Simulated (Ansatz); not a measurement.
## CH₅FOSSi, SMILES OC[SiH](F)S: a geometry optimisation, step by step

Computed with Ansatz's Python interface.

Notebook, run cell by cell (the value of a cell's last expression is shown):

```python
import itertools

import ansatz as az
from ase import Atoms
from ase.data import atomic_numbers, covalent_radii
import numpy as np
```

```python
atoms = Atoms(["O", "C", "Si", "F", "S", "H", "H", "H", "H", "H"], positions=[
    [0.3002, 1.0578, 1.4161],
    [0.7183, -0.078, 0.7235],
    [-0.3211, -0.7417, -0.7272],
    [-1.6959, -1.0137, -0.1649],
    [-0.4176, 0.742, -2.263],
    [-0.611, 0.9031, 1.804],
    [1.7581, 0.1566, 0.3711],
    [0.8648, -0.8419, 1.4754],
    [0.2919, -1.9778, -1.2243],
    [-0.8046, 1.7424, -1.4077],
])
geometry = az.Crystal.molecule_from_ase(atoms)
```

```python
setup = (
    geometry.calculation()
    .basis(gaussian="cc-pVDZ")
    .functional("pbe0")
)
symbols = [site.symbol for site in geometry.cartesian_sites]
start = np.array([site.position_ang for site in geometry.cartesian_sites], dtype=float)
report = setup.relax(force_tolerance=0.02).run(threads=1, pin="off").report
end = np.array(report["positions_ang"])
```

```python
print("reference energy %16.6f eV" % report["reference_energy_ev"])
print("total energy     %16.6f eV" % report["free_energy_ev"])
print("occupied orbitals outside the frozen core (up, down):", report["n_occupied"], " frozen:", report["n_frozen"], " virtual:", report["n_virtual"])
```

    reference energy    -24584.591100 eV
    total energy        -24584.591100 eV
    occupied orbitals outside the frozen core (up, down): [29, 29]  frozen: 0  virtual: [74, 74]

```python
# pairs closer than 1.2 times the sum of covalent radii, before or after
radius = [covalent_radii[atomic_numbers[s]] for s in symbols]
span = lambda where, i, j: np.linalg.norm(where[i] - where[j])
bonded = [(i, j) for i, j in itertools.combinations(range(len(symbols)), 2) if min(span(start, i, j), span(end, i, j)) < 1.2 * (radius[i] + radius[j])]
print("pair        before    after (A)")
for i, j in bonded:
    print(f"{symbols[i]}{i}-{symbols[j]}{j}".ljust(10), f"{span(start, i, j):8.4f} {span(end, i, j):8.4f}")
for first, second in list(itertools.combinations(bonded, 2)):
    shared = set(first) & set(second)
    if shared and symbols[(j := shared.pop())] != "H":
        i, k = sorted((set(first) | set(second)) - {j})
        u, v = end[i] - end[j], end[k] - end[j]
        angle = np.degrees(np.arccos(np.clip(u @ v / np.linalg.norm(u) / np.linalg.norm(v), -1, 1)))
        print(f"final angle {symbols[i]}{i}-{symbols[j]}{j}-{symbols[k]}{k}: {angle:.2f} deg")
```

    pair        before    after (A)
    O0-C1        1.3945   1.4247
    O0-H5        1.0023   0.9668
    C1-Si2       1.9040   1.8939
    C1-H6        1.1227   1.1013
    C1-H7        1.0818   1.1069
    Si2-F3       1.5100   1.6578
    Si2-S4       2.1376   2.1309
    Si2-H8       1.4666   1.4917
    S4-H9        1.3719   1.3618
    final angle C1-O0-H5: 107.21 deg
    final angle O0-C1-Si2: 109.07 deg
    final angle O0-C1-H6: 106.83 deg
    final angle O0-C1-H7: 112.18 deg
    final angle Si2-C1-H6: 110.12 deg
    final angle Si2-C1-H7: 111.55 deg
    final angle C1-Si2-F3: 104.32 deg
    final angle C1-Si2-S4: 107.41 deg
    final angle C1-Si2-H8: 117.39 deg
    final angle H6-C1-H7: 106.96 deg
    final angle F3-Si2-S4: 110.58 deg
    final angle F3-Si2-H8: 106.96 deg
    final angle S4-Si2-H8: 110.00 deg
    final angle Si2-S4-H9: 89.13 deg

```python
charges = report["charge_distribution"]
print("dipole moment", round(4.803205 * float(np.linalg.norm(charges["dipole_moment_e_ang"])), 3), "D")
print("Mulliken:", [(s, round(q, 3)) for s, q in zip(symbols, charges["mulliken_charges_e"])])
with open("ch5fossi_opt.xyz", "w") as handle:
    handle.write(f"{len(symbols)}\nrelaxed CH5FOSSi\n")
    handle.writelines(f"{s:2s} {x:11.6f} {y:11.6f} {z:11.6f}\n" for s, (x, y, z) in zip(symbols, end))
```

    dipole moment 1.918 D
    Mulliken: [('O', -0.278), ('C', -0.054), ('Si', 0.55), ('F', -0.334), ('S', -0.257), ('H', 0.167), ('H', 0.075), ('H', 0.062), ('H', -0.058), ('H', 0.128)]

`ch5fossi_opt.xyz`, as written:
```text
10
relaxed CH5FOSSi
O     0.164445    1.155020    1.156810
C     0.751256   -0.066779    0.718018
Si   -0.277919   -0.770681   -0.707512
F    -1.720511   -1.187486   -0.005052
S    -0.559704    0.795688   -2.124481
H    -0.686503    0.935194    1.559644
H     1.767220    0.174879    0.368458
H     0.858759   -0.798231    1.541816
H     0.241301   -1.990239   -1.391814
H    -0.455244    1.701435   -1.112887
```

What to keep in mind:
- Total energies depend on the basis set; only differences at equal settings carry meaning.
- The end point is the stationary point reached from this start; no frequency run checks that it is a minimum, and the basis set is modest.
- Finished in 110 s on 1 thread of Arm Neoverse V1 (shared host), peak memory 0.31 GiB.
